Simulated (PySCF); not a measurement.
# C₂H₆OSi: electronic excitations and core binding energies

What electronic excitations and core binding energies should C₂H₆OSi (`C[SiH2]C=O`) show?

The runs use PySCF 2.14.0, with density-fitted response routines of our own; the level of theory stands in each step. All values are computed, except where a source is named. Atoms are numbered from 0 throughout.

**1. Starting geometry**

10 atoms, charge 0, multiplicity 1; geometry from: GFN2-xTB.

Bonds of the start (Å): C0–Si1 1.89, Si1–C2 1.92, C2–O3 1.20, C0–H4 1.09, C0–H5 1.09, C0–H6 1.09, Si1–H7 1.47, Si1–H8 1.47, C2–H9 1.11.

**2. TDDFT and polarisability: B3LYP/def2-SVPD**

The job: settings as JSON, then the geometry in Å.

```
{"job": {"kind": "uv", "xc": "B3LYP", "basis": "def2-SVPD", "nstates": 8, "ntriplets": 3}, "charge": 0, "multiplicity": 1}
C      1.427866    -0.302886     0.027578
Si    -0.150265     0.737373     0.016905
C     -1.675919    -0.429422    -0.061906
O     -1.617056    -1.631718    -0.104853
H      2.315769     0.321786     0.073388
H      1.498538    -0.916127    -0.867476
H      1.448812    -0.974134     0.882663
H     -0.313814     1.532765     1.238562
H     -0.248084     1.607842    -1.159649
H     -2.676962     0.059175    -0.067739
```

Level: TDDFT B3LYP/def2-SVPD, vertical, gas phase, core orbitals frozen in the response.

Launch:

```sh
$ OMP_NUM_THREADS=1 python probes_run.py task.json out
```

The driver reads the jobs from task.json and runs them one after another.

Log:

```text
coarse grid: 8608 points
cycle   1  E = -444.1476344453  dE =  2.377e-01  |g| = 7.725e-01  |ddm| = 3.674e+00
cycle   2  E = -443.5692908324  dE =  5.783e-01  |g| = 1.816e+00  |ddm| = 2.480e+00
cycle   3  E = -444.2711703115  dE = -7.019e-01  |g| = 1.496e-01  |ddm| = 2.067e+00
cycle   4  E = -444.2754027071  dE = -4.232e-03  |g| = 7.921e-02  |ddm| = 2.087e-01
cycle   5  E = -444.2769056140  dE = -1.503e-03  |g| = 1.021e-02  |ddm| = 7.913e-02
cycle   6  E = -444.2769340210  dE = -2.841e-05  |g| = 2.387e-03  |ddm| = 1.403e-02
cycle   7  E = -444.2769352292  dE = -1.208e-06  |g| = 8.573e-04  |ddm| = 3.723e-03
final grid: 77784 points
cycle   8  E = -444.3470167195  dE = -1.555e-05  |g| = 4.781e-03  |ddm| = 4.593e-02
cycle   9  E = -444.3470060410  dE =  1.068e-05  |g| = 8.697e-03  |ddm| = 1.058e-02
cycle  10  E = -444.3470214369  dE = -1.540e-05  |g| = 1.551e-03  |ddm| = 6.629e-03
cycle  11  E = -444.3470219606  dE = -5.237e-07  |g| = 8.626e-05  |ddm| = 1.368e-03
cycle  12  E = -444.3470219623  dE = -1.703e-09  |g| = 4.903e-05  |ddm| = 1.744e-04
cycle  13  E = -444.3470219630  dE = -6.688e-10  |g| = 7.654e-06  |ddm| = 6.613e-05
converged SCF energy = -444.3470219630

Static polarisability (au): isotropic 56.255, principal 45.813 60.273 62.677

Singlet excitations
state   eV       nm        f      main configurations
  1   3.2525    381.2   0.00049   H->L 0.99
  2   5.9297    209.1   0.00207   H->L+1 0.95
  3   6.2255    199.2   0.04530   H->L+2 0.96
  4   6.5478    189.4   0.00193   H-1->L 0.99
  5   6.9400    178.7   0.00578   H->L+3 0.66, H-2->L 0.33
  6   7.2281    171.5   0.12630   H-2->L 0.43, H->L+4 0.23, H->L+3 0.22
  7   7.3557    168.6   0.06287   H->L+4 0.71, H-2->L 0.17
  8   7.6293    162.5   0.00527   H->L+6 0.93

Triplet excitations (Tamm-Dancoff, eV): 2.5742 5.7326 5.7941
```

Wall time 11 s (1 thread of Arm Neoverse V1, shared host); peak memory 0.51 GiB.

The orbitals next to the gap, with their largest atomic shares:

| orbital | eV | atoms |
| --- | --- | --- |
| HOMO−3 | -10.91 | C0 32 %, H4 18 %, O3 16 % |
| HOMO−2 | -9.66 | Si1 34 %, H8 21 %, H7 21 % |
| HOMO−1 | -9.33 | C0 41 %, Si1 28 %, H7 7 % |
| HOMO | -6.78 | O3 52 %, C2 21 %, Si1 11 % |
| LUMO | -1.76 | C2 41 %, O3 36 %, Si1 11 % |
| LUMO+1 | 0.07 | Si1 32 %, C0 20 %, H7 8 % |
| LUMO+2 | 0.37 | Si1 34 %, C2 15 %, H7 13 % |

With each of the 8 states as a Gaussian band of 0.4 eV half-width at 1/e, the curve within the window shown has maxima at 198 nm (ε 1,900), 170 nm (ε 7,700) L/(mol cm). Beyond the last state computed it falls off for lack of states. The curve at chosen wavelengths:

```tsv
nm	ε (L/mol/cm)
156	684
168	7315
181	2879
193	1695
206	1460
218	339
231	28
243	2
256	0
268	0
280	0
293	0
305	0
318	2
330	4
343	9
355	14
367	18
380	20
392	19
405	16
417	12
430	8
442	6
455	3
467	2
```

Ground-state properties from the same run:

```
           property  computed
  dipole moment (D)      2.22
polarisability (Å³)      8.34
 HOMO–LUMO gap (eV)      5.01
      −ε(HOMO) (eV)      6.78
```

**3. Core-electron binding energies: SCAN, X2C**

The job, as its differences from that of step 2:

```diff
@@ -1,2 +1,2 @@
-{"job": {"kind": "uv", "xc": "B3LYP", "basis": "def2-SVPD", "nstates": 8, "ntriplets": 3}, "charge": 0, "multiplicity": 1}
+{"job": {"kind": "xps"}, "charge": 0, "multiplicity": 1}
 C      1.427866    -0.302886     0.027578
```

Level: delta-SCF UKS SCAN, pcX-2 on the ionised atom, pcseg-1 elsewhere, spin-free X2C.

Log:

```text
ground state, core basis on atom 0 (C), 121 functions
  cycle   1  E = -444.93446029  |g| = 7.28e-01
  cycle   2  E = -444.34313726  |g| = 1.77e+00
  cycle   3  E = -445.03676933  |g| = 2.37e-01
  cycle   4  E = -445.04836547  |g| = 8.20e-02
  cycle   5  E = -445.04996607  |g| = 1.19e-02
  cycle   6  E = -445.05001114  |g| = 4.56e-03
  cycle   7  E = -445.05001419  |g| = 1.68e-03
  cycle   8  E = -445.05001547  |g| = 1.99e-04
  E(ground) = -445.08753512 Eh
hole in C 1s of atom 0
  cycle   1  E = -433.81368891  |g| = 1.50e+00
  cycle   2  E = -433.27247793  |g| = 1.71e+00
  cycle   3  E = -434.33960759  |g| = 3.04e-01
  cycle   4  E = -434.37249452  |g| = 1.13e-01
  cycle   5  E = -434.37478020  |g| = 9.02e-02
  cycle   6  E = -434.37776645  |g| = 2.55e-02
  cycle   7  E = -434.37806660  |g| = 5.65e-03
  cycle   8  E = -434.37808769  |g| = 1.48e-03
  cycle   9  E = -434.37808998  |g| = 6.18e-04
  cycle  10  E = -434.37808854  |g| = 2.13e-04
  E(ion) = -434.41412877 Eh   <S^2> = 0.7664   hole on atom = 1.000   binding energy = 290.438 eV
ground state, core basis on atom 1 (Si), 132 functions
  cycle   1  E = -445.14454369  |g| = 2.86e-01
  cycle   2  E = -445.14457611  |g| = 3.35e-02
  cycle   3  E = -445.14444323  |g| = 3.55e-02
  cycle   4  E = -445.14462843  |g| = 1.93e-02
  cycle   5  E = -445.14469678  |g| = 3.78e-03
  cycle   6  E = -445.14470358  |g| = 2.98e-04
  E(ground) = -445.14060135 Eh
hole in Si 1s of atom 1
  cycle   1  E = -376.21701077  |g| = 4.35e+00
  cycle   2  E = -376.03951956  |g| = 2.29e+00
  cycle   3  E = -376.39196717  |g| = 1.33e+00
  cycle   4  E = -377.09361674  |g| = 6.79e-01
  cycle   5  E = -377.25005130  |g| = 2.42e-01
  cycle   6  E = -377.27651892  |g| = 5.06e-02
  cycle   7  E = -377.27781226  |g| = 1.85e-02
  cycle   8  E = -377.27800915  |g| = 3.55e-03
  cycle   9  E = -377.27801615  |g| = 1.37e-03
  cycle  10  E = -377.27801545  |g| = 4.45e-04
  E(ion) = -377.28200227 Eh   <S^2> = 0.7524   hole on atom = 1.000   binding energy = 1846.527 eV
hole in Si 2p of atom 1
  cycle   1  E = -440.87525745  |g| = 1.24e+00
  cycle   2  E = -440.53165831  |g| = 1.31e+00
  cycle   3  E = -440.95926915  |g| = 7.40e-01
  cycle   4  E = -441.18280264  |g| = 2.02e-01
  cycle   5  E = -441.19671302  |g| = 7.45e-02
  cycle   6  E = -441.19982084  |g| = 1.68e-02
  cycle   7  E = -441.19997564  |g| = 4.11e-03
  cycle   8  E = -441.19998519  |g| = 1.36e-03
  cycle   9  E = -441.19998518  |g| = 2.98e-04
  E(ion) = -441.20690223 Eh   <S^2> = 0.7522   hole on atom = 1.002   binding energy = 107.041 eV
  2p3/2 = 106.847 eV   2p1/2 = 107.471 eV
ground state, core basis on atom 2 (C), 121 functions
  cycle   1  E = -445.05474235  |g| = 6.07e-02
  cycle   2  E = -445.05478996  |g| = 2.10e-02
  cycle   3  E = -445.05486182  |g| = 1.48e-02
  cycle   4  E = -445.05492259  |g| = 5.01e-03
  cycle   5  E = -445.05492711  |g| = 1.86e-03
  cycle   6  E = -445.05492961  |g| = 2.53e-04
  E(ground) = -445.09208179 Eh
hole in C 1s of atom 2
  cycle   1  E = -433.72798136  |g| = 1.49e+00
  cycle   2  E = -431.53185832  |g| = 2.23e+00
  cycle   3  E = -433.87513770  |g| = 8.52e-01
  cycle   4  E = -434.13051567  |g| = 6.27e-01
  cycle   5  E = -434.25170466  |g| = 2.83e-01
  cycle   6  E = -434.28083990  |g| = 8.42e-02
  cycle   7  E = -434.28519670  |g| = 2.11e-02
  cycle   8  E = -434.28580313  |g| = 1.17e-02
  cycle   9  E = -434.28614870  |g| = 9.13e-03
  cycle  10  E = -434.28652286  |g| = 4.27e-03
  cycle  11  E = -434.28654902  |g| = 2.10e-03
  cycle  12  E = -434.28656579  |g| = 1.37e-03
  cycle  13  E = -434.28657049  |g| = 1.13e-03
  cycle  14  E = -434.28657864  |g| = 1.11e-03
  cycle  15  E = -434.28658514  |g| = 1.06e-03
  cycle  16  E = -434.28660901  |g| = 7.53e-04
  cycle  17  E = -434.28661105  |g| = 5.04e-04
  cycle  18  E = -434.28660336  |g| = 9.72e-04
  cycle  19  E = -434.28660867  |g| = 8.26e-04
  cycle  20  E = -434.28661004  |g| = 2.80e-04
  E(ion) = -434.32158206 Eh   <S^2> = 0.8759   hole on atom = 1.000   binding energy = 293.080 eV
ground state, core basis on atom 3 (O), 121 functions
  cycle   1  E = -445.07940115  |g| = 9.40e-02
  cycle   2  E = -445.07872498  |g| = 6.54e-02
  cycle   3  E = -445.07805784  |g| = 8.86e-02
  cycle   4  E = -445.07953119  |g| = 7.20e-03
  cycle   5  E = -445.07954789  |g| = 4.46e-04
  E(ground) = -445.11461637 Eh
hole in O 1s of atom 3
  cycle   1  E = -424.46766050  |g| = 2.22e+00
  cycle   2  E = -423.17249053  |g| = 2.39e+00
  cycle   3  E = -425.01335127  |g| = 6.55e-01
  cycle   4  E = -425.12558285  |g| = 5.12e-01
  cycle   5  E = -425.28783229  |g| = 1.16e-01
  cycle   6  E = -425.29687383  |g| = 2.74e-02
  cycle   7  E = -425.29731309  |g| = 5.55e-03
  cycle   8  E = -425.29733292  |g| = 1.82e-03
  cycle   9  E = -425.29733687  |g| = 7.14e-04
  cycle  10  E = -425.29733736  |g| = 3.17e-04
  E(ion) = -425.33291121 Eh   <S^2> = 0.7686   hole on atom = 1.000   binding energy = 538.288 eV
```

It took 21 s on 1 thread of Arm Neoverse V1, shared host; peak memory 0.38 GiB.

Binding energies by hole, beside the orbital energy of the ground state; the difference holds orbital relaxation and, for a density functional, its self-interaction error:

```csv
hole,stands for,environment,ΔSCF (eV; 2p as the shell's mean),−ε (eV),⟨S²⟩
C1s on C0,C0,methyl carbon bonded to Si,290.44,273.4,0.766
Si1s on Si1,Si1,"silicon bonded to 2 C, 2 H",1846.53,1793.4,0.752
Si2p on Si1,Si1,"silicon bonded to 2 C, 2 H",107.06,96.3,0.752
C1s on C2,C2,carbonyl carbon,293.08 (doubtful),275.9,0.876
O1s on O3,O3,carbonyl oxygen,538.29,516.9,0.769
```

Doubtful: the ion did not converge, its hole moved, or its ⟨S²⟩ is well above 0.75.

With the spin-orbit splitting: Si1 2p3/2 106.85, 2p1/2 107.47 eV. The table gives each 2p level as the mean over the whole 2p shell (two parts 2p3/2, one part 2p1/2), which differs a little from the single hole in the log.

**4. Results**

| quantity | value |
| --- | --- |
| lowest singlet (B3LYP/def2-SVPD) | 3.25 eV (381 nm), f = 0.000 |
| brightest single state of those computed | state 6, 7.23 eV, f = 0.126 |
| lowest triplet | 2.57 eV |
| C1s binding energies, SCAN/pcX-2 (standing for 1 of 2 atoms) | C0 290.44 eV |
| Si1s binding energies, SCAN/pcX-2 | Si1 1846.53 eV |
| Si2p binding energies, SCAN/pcX-2 | Si1 107.06 eV |
| O1s binding energies, SCAN/pcX-2 | O3 538.29 eV |

In words: The lowest singlet, at 3.25 eV, is HOMO→LUMO 0.99 and is dark; of the 8 states computed, the strongest absorption comes from state 6 at 7.23 eV. The lowest triplet lies 0.68 eV below the lowest singlet (triplets in Tamm-Dancoff, singlets in full TDDFT). States above −ε(HOMO) lie where TDDFT describes them poorly and they hang on the basis; the brightest is among them.
